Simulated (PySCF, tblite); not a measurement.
# C₂H₈NOSi radical: geometry, infrared bands and EPR parameters

Aim: predict the infrared bands and EPR parameters of C₂H₈NOSi radical (`[CH2]N(C)[SiH2]O`).

Programs: tblite 0.8.0 and PySCF 2.14.0, with density-fitted response routines of our own. Each step states its level of theory. These are calculated values for one molecule in the gas phase, unless marked as measured. Atoms count from 0, in the outputs and in this text.

### Step 1. The molecule as given

13 atoms, charge 0, multiplicity 2; geometry from: force field or distance geometry start.

Bonds of the start (Å): C0–N1 1.49, N1–C2 1.45, N1–Si3 1.72, Si3–O4 1.67, C0–H5 1.08, C0–H6 1.10, C2–H7 1.09, C2–H8 1.10, C2–H9 1.11, Si3–H10 1.49, Si3–H11 1.46, O4–H12 0.97.

### Step 2. Relaxing the molecule with GFN2-xTB

The job: settings as JSON, then the geometry in Å.

```
{"job": {"kind": "relax", "xc": "GFN2-xTB", "basis": "xTB"}, "charge": 0, "multiplicity": 2}
C     -0.961900    -0.403900     1.058700
N     -0.164900     0.159600    -0.066500
C     -1.026400     0.867200    -0.986900
Si     1.320500    -0.539500    -0.577000
O      2.252600    -0.551400     0.804000
H     -0.569400    -1.160200     1.723300
H     -1.982300    -0.053000     1.250600
H     -1.631300     0.179500    -1.582900
H     -0.454700     1.496400    -1.679600
H     -1.720300     1.550100    -0.458800
H      1.075900    -1.926900    -1.046700
H      1.932600     0.311300    -1.598300
H      1.925200     0.071200     1.477900
```

Command:

```sh
$ OMP_NUM_THREADS=1 python probes_run.py task.json out
```

The driver reads the jobs from task.json and runs them one after another.

**Question.** This job is followed by: GFN2-xTB harmonic vibrations, gas phase; UKS B3LYP, pcH-1 on C H N O Si, non-relativistic, mean-field spin-orbit, GIAO. Predict these results of the whole session: strongest single infrared mode (GFN2-xTB); zero-point energy (GFN2-xTB); g(iso) (B3LYP); ⟨S²⟩; largest a(iso) (averaged by class); potential on the surface of density 0.002 e/bohr³, 1st and 99th percentile.

As calculated:

| quantity | value |
| --- | --- |
| strongest single infrared mode (GFN2-xTB) | 2238 cm⁻¹, 427 km/mol |
| zero-point energy (GFN2-xTB) | 60.6 kcal/mol |
| g(iso) (B3LYP) | 2.00282 |
| ⟨S²⟩ | 0.753 (exact 0.75) |
| largest a(iso) (averaged by class) | 13C on C0, 97.0 MHz |
| potential on the surface of density 0.002 e/bohr³, 1st and 99th percentile | -1.36 V and 2.31 V |

In words: Over 79 steps the energy fell by 0.448 eV; of the close pairs, C0–N1 changed most, 1.490 to 1.374 Å. No mode is imaginary among the 33: a minimum at this level. The strongest single mode, at 2238 cm⁻¹, moves mainly H11 and H10. GFN2-xTB is a fitted tight-binding method: band positions and strengths are rough. Its intensities can rank the bands wrongly. Most of the unpaired spin sits on C0 (0.86 e). The isotropic g lies 0.5 ppt above the free-electron value. These values are for one conformer; the search (at its own cheap level) found 1 more, at 0.16 kcal/mol, and measured spectra average over such forms.
